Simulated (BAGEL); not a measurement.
# C2HFSe (SMILES FC1=C[Se]1) at HF/6-31G(d) (density fitting with qzvpp-jkfit, spherical functions)

What is the vertical ionisation energy of C2HFSe at HF/6-31G* (density fitting with qzvpp-jkfit, spherical functions)? 

The calculation is run with BAGEL 1.2.2.

5 further runs of the same task are left out: 5 that didn't finish.

### 1 The system as given

The species is C2HFSe (5 atoms), meant as a singlet with charge 0. SMILES: `FC1=C[Se]1`. Geometry: relaxed at PBE0-D4/def2-TZVP.

Bond lengths: F1–C2 1.295 Å, C2–C3 1.273 Å, C2–Se4 1.914 Å, C3–Se4 2.039 Å, C3–H5 1.073 Å. Angles: F1–C2–C3 145.4°, F1–C2–Se4 138.0°, C3–C2–Se4 76.6°, C2–C3–Se4 66.0°, C2–Se4–C3 37.4°, C2–C3–H5 155.7°, Se4–C3–H5 138.4°.

### 2 The energy at HF/6-31G(d) (density fitting with qzvpp-jkfit, spherical functions)

hf.json

```json
{ "bagel" : [

{
  "title" : "molecule",
  "basis" : "6-31gs.json",
  "df_basis" : "qzvpp-jkfit",
  "angstrom" : "true",
  "geometry" : [
    { "atom" : "F", "xyz" : [   -0.351900,   -1.459400,    1.110400 ] },
    { "atom" : "C", "xyz" : [   -0.221300,   -0.498100,    0.252900 ] },
    { "atom" : "C", "xyz" : [    0.468300,    0.517300,   -0.085700 ] },
    { "atom" : "Se", "xyz" : [   -1.110800,    0.136900,   -1.318200 ] },
    { "atom" : "H", "xyz" : [    1.265800,    1.229700,   -0.000900 ] }
  ]
},
{ "title" : "hf" },
{ "title" : "print", "file" : "orbitals.molden", "orbitals" : "true" }

]}
```

The basis set 6-31G* is read from a file made from the Basis Set Exchange's data (not shown).

Run with:

```sh
BAGEL_NUM_THREADS=1 BAGEL hf.json > hf.out
```

The log of the run:

```text
* using 1 threads per process

  ===============================================================
  ===============================================================

  *** Geometry ***

  { "atom" : "F", "xyz" : [     -0.664995,     -2.757866,      2.098352 ] },
  { "atom" : "C", "xyz" : [     -0.418196,     -0.941273,      0.477912 ] },
  { "atom" : "C", "xyz" : [      0.884959,      0.977555,     -0.161950 ] },
  { "atom" : "Se", "xyz" : [     -2.099108,      0.258704,     -2.491037 ] },
  { "atom" : "H", "xyz" : [      2.392015,      2.323796,     -0.001701 ] },

  Number of auxiliary basis functions:      511

  Since a DF basis is specified, we compute 2- and 3-index integrals:
    o Being stored without compression. Storage requirement is 0.024 GB

  Number of basis functions:       76
  Number of electrons      :       56

    * METHOD: MOLECULE                             0.28

  *** RHF ***

  === Nuclear Repulsion ===
   223.8654417640

      * DIIS with orbital gradients will be used.

  === RHF iteration (6-31gs.json) ===
      0      -2575.05985823          0.01478185           0.08
      1      -2575.13401607          0.00859573           0.08
      2      -2575.15855734          0.00161636           0.08
      3      -2575.16002085          0.00038172           0.07
      4      -2575.16011750          0.00011054           0.07
      5      -2575.16012856          0.00003809           0.08
      6      -2575.16013026          0.00001201           0.08
      7      -2575.16013044          0.00000450           0.07
      8      -2575.16013046          0.00000199           0.07
      9      -2575.16013046          0.00000064           0.08
     10      -2575.16013046          0.00000028           0.08
     11      -2575.16013046          0.00000014           0.08
     12      -2575.16013046          0.00000006           0.08
     13      -2575.16013046          0.00000003           0.08
     14      -2575.16013046          0.00000001           0.08
     15      -2575.16013046          0.00000000           0.08
    * SCF iteration converged.

    * Permanent dipole moment:
           (   -0.576918,    -0.320849,    -0.262353) a.u.

    * METHOD: HF                                   1.48

    * METHOD: PRINT                                0.01

  ===============================================================
```

It took 1.9 s on 1 thread of Arm Neoverse V1, shared host; peak memory 0.12 GiB.

### 3 The doublet cation, same level

hf.json

```json
{ "bagel": [

{
  "title": "molecule",
  "basis": "6-31gs.json",
  "df_basis": "qzvpp-jkfit",
  "angstrom": true,
  "geometry": [
    { "atom": "F", "xyz": [      -0.351900,      -1.459400,       1.110400 ] },
    { "atom": "C", "xyz": [      -0.221300,      -0.498100,       0.252900 ] },
    { "atom": "C", "xyz": [       0.468300,       0.517300,      -0.085700 ] },
    { "atom": "Se", "xyz": [      -1.110800,       0.136900,      -1.318200 ] },
    { "atom": "H", "xyz": [       1.265800,       1.229700,      -0.000900 ] }
  ]
},

{ "title": "uhf", "charge": 1, "nopen": 1 },

{ "title": "print", "file": "orbitals.molden", "orbitals": true }

]}
```

The basis set 6-31G* is read from a file made from the Basis Set Exchange's data (not shown).

Run with:

```sh
BAGEL_NUM_THREADS=1 BAGEL hf.json > hf.out
```

The log of the run:

```text
* using 1 threads per process

  ===============================================================
  ===============================================================

  *** Geometry ***

  { "atom" : "F", "xyz" : [     -0.664995,     -2.757866,      2.098352 ] },
  { "atom" : "C", "xyz" : [     -0.418196,     -0.941273,      0.477912 ] },
  { "atom" : "C", "xyz" : [      0.884959,      0.977555,     -0.161950 ] },
  { "atom" : "Se", "xyz" : [     -2.099108,      0.258704,     -2.491037 ] },
  { "atom" : "H", "xyz" : [      2.392015,      2.323796,     -0.001701 ] },

  Number of auxiliary basis functions:      511

  Since a DF basis is specified, we compute 2- and 3-index integrals:
    o Being stored without compression. Storage requirement is 0.024 GB

  Number of basis functions:       76
  Number of electrons      :       56

    * METHOD: MOLECULE                             0.28

  *** Open-shell HF ***

  === Nuclear Repulsion ===
   223.8654417640

      * DIIS with orbital gradients will be used.

  === UHF iteration (6-31gs.json) ===
      0      -2574.76164138          0.03308367           0.16
      1      -2574.83958422          0.02243621           0.16
      2      -2574.86394185          0.01637747           0.16
      3      -2574.88876680          0.00154604           0.15
      4      -2574.89044758          0.00097348           0.15
      5      -2574.89125356          0.00064179           0.15
      6      -2574.89202303          0.00018265           0.16
      7      -2574.89211102          0.00006566           0.16
      8      -2574.89213359          0.00003592           0.16
      9      -2574.89214737          0.00002331           0.15
     10      -2574.89216330          0.00001529           0.16
     11      -2574.89217505          0.00001168           0.16
     12      -2574.89218432          0.00000722           0.16
     13      -2574.89218798          0.00000364           0.16
     14      -2574.89218827          0.00000215           0.15
     15      -2574.89218827          0.00000106           0.16
     16      -2574.89218835          0.00000081           0.15
     17      -2574.89218841          0.00000062           0.15
     18      -2574.89218847          0.00000056           0.16
     19      -2574.89218854          0.00000044           0.15
     20      -2574.89218857          0.00000036           0.15
     21      -2574.89218858          0.00000030           0.16
     22      -2574.89218859          0.00000023           0.16
     23      -2574.89218859          0.00000019           0.16
     24      -2574.89218859          0.00000012           0.16
     25      -2574.89218859          0.00000008           0.16
     26      -2574.89218859          0.00000005           0.16
     27      -2574.89218859          0.00000004           0.16
     28      -2574.89218859          0.00000003           0.16
     29      -2574.89218859          0.00000002           0.16
     30      -2574.89218859          0.00000002           0.15
     31      -2574.89218859          0.00000001           0.16
     32      -2574.89218859          0.00000001           0.16
     33      -2574.89218859          0.00000001           0.16
     34      -2574.89218859          0.00000001           0.16
    * SCF iteration converged.

    * S^2 (UHF) is 0.7909

    * Permanent dipole moment:
           (   -0.560054,    -0.759824,     0.208094) a.u.

    * METHOD: UHF                                  5.70

    * METHOD: PRINT                                0.01

  ===============================================================
```

Run time: 6.3 s. Hardware: 1 thread of Arm Neoverse V1, shared host; peak memory 0.12 GiB.

### 4 Outcome

At HF/6-31G* (density fitting with qzvpp-jkfit, spherical functions):

| quantity | value |
| --- | --- |
| singlet C2HFSe: total energy | -2575.16013 Eh |
| singlet C2HFSe: dipole moment | 1.81 D |
| singlet C2HFSe: HOMO energy | -8.24 eV |
| singlet C2HFSe: LUMO energy | 2.50 eV |
| singlet C2HFSe: HOMO–LUMO gap | 10.74 eV |
| doublet cation: total energy | -2574.89219 Eh |
| doublet cation: ⟨S²⟩ | 0.791 |
| vertical ionisation energy (to the doublet cation) | 7.291 eV |

**Reading.** The vertical ionisation energy comes to 7.29 eV (703 kJ/mol). The negative HOMO energy of the first species, 8.24 eV, lies 0.95 eV above that difference.
